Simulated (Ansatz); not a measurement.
**C3H9AlO3: small, medium and large basis sets**

One table from this session's results is given with a row withheld; the runs are named, their logs left out.

Method: one geometry, several basis sets; program: Ansatz 0.2.0, Gaussian basis.

Plan: PBE0-D4/def2-SVP; ωB97M-V/def2-SVP; PBE0-D4/def2-QZVPP; ωB97M-V/def2-QZVPP; the functionals' def2-TZVPP values are taken from earlier runs.

**The relaxed structure**

All runs share one geometry, relaxed beforehand with PBE0-D4 in a triple-zeta def2 set.

16 atoms, charge 0, spin multiplicity 1.

Atoms are counted from 1 here; the program's logs count them from 0.

Bond lengths: C1–O2 1.398 Å, C1–H8 1.095 Å, C1–H9 1.096 Å, C1–H10 1.095 Å, O2–Al3 1.678 Å, Al3–O4 1.678 Å, Al3–O6 1.678 Å, O4–C5 1.398 Å, C5–H11 1.096 Å, C5–H12 1.095 Å, C5–H13 1.095 Å, O6–C7 1.398 Å, C7–H14 1.096 Å, C7–H15 1.095 Å, C7–H16 1.095 Å. Angles: O2–C1–H8 110.1°, O2–C1–H9 112.5°, O2–C1–H10 110.0°, H8–C1–H9 108.1°, H8–C1–H10 107.8°, H9–C1–H10 108.1°, C1–O2–Al3 134.3°, O2–Al3–O4 120.0°, O2–Al3–O6 120.0°, O4–Al3–O6 120.0°, Al3–O4–C5 134.3°, O4–C5–H11 112.5°, O4–C5–H12 110.0°, O4–C5–H13 110.1°, H11–C5–H12 108.1°, H11–C5–H13 108.1°, H12–C5–H13 107.8°, Al3–O6–C7 134.3° and more.

Set-up of the first run:

in.yaml reads:

```yaml
crystal:
  periodic: [false, false, false]
  atoms:
    - {symbol: C, position_ang: [-2.680741, 0.860610, -0.349402]}
    - {symbol: O, position_ang: [-1.673646, -0.079802, -0.110700]}
    - {symbol: Al, position_ang: [-0.001481, -0.001497, 0.002868]}
    - {symbol: O, position_ang: [0.884675, -1.392790, 0.309709]}
    - {symbol: C, position_ang: [0.553184, -2.735591, 0.515889]}
    - {symbol: O, position_ang: [0.784535, 1.468135, -0.190762]}
    - {symbol: C, position_ang: [2.123322, 1.870759, -0.158199]}
    - {symbol: H, position_ang: [-3.376997, 0.888019, 0.495571]}
    - {symbol: H, position_ang: [-2.284423, 1.871879, -0.497316]}
    - {symbol: H, position_ang: [-3.248930, 0.583392, -1.243714]}
    - {symbol: H, position_ang: [-0.527036, -2.914299, 0.463089]}
    - {symbol: H, position_ang: [1.039306, -3.362487, -0.239199]}
    - {symbol: H, position_ang: [0.904696, -3.062312, 1.500358]}
    - {symbol: H, position_ang: [2.807972, 1.036854, 0.035327]}
    - {symbol: H, position_ang: [2.270804, 2.621369, 0.625589]}
    - {symbol: H, position_ang: [2.402060, 2.325162, -1.114909]}
basis:
  gaussian: {orbitals: def2-SVP}
hamiltonian: {xc: pbe0, dispersion: d4}
output: {orbitals: {seedname: orbitals}}
```

Started as:

```console
> ansatz run in.yaml --threads 2 --pin off --events-out ev --progress --plain --max-ram 32768MiB --backend cpu
```

Steps of the session up to this table: PBE0-D4 in def2-SVP; ωB97M-V in def2-SVP; PBE0-D4 in def2-QZVPP; ωB97M-V in def2-QZVPP.

One of the session's tables, all rows but one given; the rest of the session is left out.

It belongs to the step «Functionals by basis». 

```
functional       basis  HOMO (eV)  LUMO (eV)
   PBE0-D4    def2-SVP      -7.71       0.10
   PBE0-D4  def2-TZVPP      -7.89      -0.16
   PBE0-D4  def2-QZVPP          ?          ?
   ωB97M-V    def2-SVP     -10.11       1.71
   ωB97M-V  def2-TZVPP     -10.31       1.40
   ωB97M-V  def2-QZVPP     -10.35       0.89
```

Estimate the missing values for PBE0-D4, def2-QZVPP.

**Answer.** HOMO (eV): -7.93; LUMO (eV): -0.38. In the column «HOMO (eV)» it lies between ωB97M-V, def2-SVP (-10.11) and PBE0-D4, def2-TZVPP (-7.89).
